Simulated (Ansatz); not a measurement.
**C2H6Ga3N: taking an electron away**

The task here is to estimate one member of a computed series from the others.

Method: unrestricted cation, the program's frozen cores in correlated methods; program: Ansatz 0.2.0, Gaussian basis.

Plan: UKS PBE-D4/def2-TZVPP; UKS r2SCAN-D4/def2-TZVPP; UKS PBE0-D4/def2-TZVPP; UKS B3LYP-D4/def2-TZVPP; UKS wB97X-V/def2-TZVPP; UKS wB97M-V/def2-TZVPP; UKS B2PLYP/def2-TZVPP; UHF-CCSD(T)/def2-TZVPP; UHF-MP2/def2-QZVPP; extrapolation to the limit; then −ε(HOMO) from the neutral's earlier runs with LDA (SPW92), PBE-D4, revPBE-D4, BLYP-D4, r2SCAN-D4, B97M-V, PBE0-D4, B3LYP-D4, r2SCANh-D4, r2SCAN0-D4, HSE06-D4, BHLYP-D4, CAM-B3LYP-D4, LC-ωPBE, ωB97X-V, ωB97M-V.

## The relaxed structure

All runs share one geometry, relaxed beforehand with PBE0-D4 in a triple-zeta def2 set.

SMILES `C=[C]1[GaH][NH][Ga]1[GaH2]`, 12 atoms, charge 0, spin multiplicity 1.

Atoms are counted from 1 here; the program's logs count them from 0.

Bond lengths: C1–C2 1.329 Å, C1–H7 1.091 Å, C1–H8 1.091 Å, C2–Ga3 1.976 Å, C2–Ga5 1.992 Å, Ga3–N4 1.855 Å, Ga3–H9 1.560 Å, N4–Ga5 1.863 Å, N4–H10 1.007 Å, Ga5–Ga6 2.456 Å, Ga6–H11 1.577 Å, Ga6–H12 1.577 Å. Angles: C2–C1–H7 122.7°, C2–C1–H8 122.8°, H7–C1–H8 114.5°, C1–C2–Ga3 135.9°, C1–C2–Ga5 135.8°, Ga3–C2–Ga5 88.2°, C2–Ga3–N4 88.3°, C2–Ga3–H9 143.0°, N4–Ga3–H9 128.7°, Ga3–N4–Ga5 95.9°, Ga3–N4–H10 132.2°, Ga5–N4–H10 131.9°, C2–Ga5–N4 87.6°, C2–Ga5–Ga6 142.8°, N4–Ga5–Ga6 129.6°, Ga5–Ga6–H11 121.7°, Ga5–Ga6–H12 121.7°, H11–Ga6–H12 116.6°.

Set-up of the first run:

in.yaml reads:

```yaml
crystal:
  periodic: [false, false, false]
  atoms:
    - {symbol: C, position_ang: [1.346348, -1.849805, 0.801209]}
    - {symbol: C, position_ang: [0.982457, -0.600375, 0.529267]}
    - {symbol: Ga, position_ang: [1.768081, 1.194259, 0.784079]}
    - {symbol: N, position_ang: [0.254742, 1.908903, -0.015400]}
    - {symbol: Ga, position_ang: [-0.594281, 0.277110, -0.313576]}
    - {symbol: Ga, position_ang: [-2.770128, -0.188363, -1.352992]}
    - {symbol: H, position_ang: [0.723313, -2.711202, 0.557581]}
    - {symbol: H, position_ang: [2.291377, -2.097573, 1.285741]}
    - {symbol: H, position_ang: [3.018652, 1.937745, 1.346121]}
    - {symbol: H, position_ang: [-0.018981, 2.856238, -0.220562]}
    - {symbol: H, position_ang: [-2.908191, -0.452492, -2.901066]}
    - {symbol: H, position_ang: [-4.093399, -0.274455, -0.500401]}
basis:
  gaussian: {orbitals: def2-TZVPP}
total_charge: 1
magnetization: {spin_polarized: true, initial_magnetization: 1}
hamiltonian: {xc: pbe, dispersion: d4}
```

Command:

```sh
$ ansatz run in.yaml --threads 2 --pin off --events-out ev --progress --plain --max-ram 22528MiB --backend cuda --devices 0, --max-vram 18GiB
```

Among the steps run: Cation, UKS PBE-D4/def2-TZVPP; Cation, UKS r2SCAN-D4/def2-TZVPP; Cation, UKS PBE0-D4/def2-TZVPP; Cation, UKS B3LYP-D4/def2-TZVPP; Cation, UKS wB97X-V/def2-TZVPP; Cation, UKS wB97M-V/def2-TZVPP; Cation, UKS B2PLYP (frozen core)/def2-TZVPP; Cation, UHF-CCSD(T)/def2-TZVPP; Cation, UHF-MP2/def2-QZVPP.

One table of the session follows, with a row left open; its other results are not shown here.

For comparison, −ε(HOMO) of the neutral from earlier runs:

| functional | −ε(HOMO) (eV) |
| --- | --- |
| LDA (SPW92) | 5.40 |
| PBE-D4 | 5.25 |
| revPBE-D4 | 5.19 |
| BLYP-D4 | 5.11 |
| r2SCAN-D4 | 5.42 |
| B97M-V | 5.46 |
| PBE0-D4 | 6.20 |
| B3LYP-D4 | 6.03 |
| r2SCANh-D4 | 5.77 |
| r2SCAN0-D4 | 6.32 |
| HSE06-D4 | 5.82 |
| BHLYP-D4 | 7.08 |
| CAM-B3LYP-D4 | 7.38 |
| LC-ωPBE | ? |
| ωB97X-V | 8.29 |
| ωB97M-V | 8.15 |

**Question.** Estimate the row for LC-ωPBE.

As computed: −ε(HOMO) (eV): 8.61. In the column «−ε(HOMO) (eV)» it is the highest.
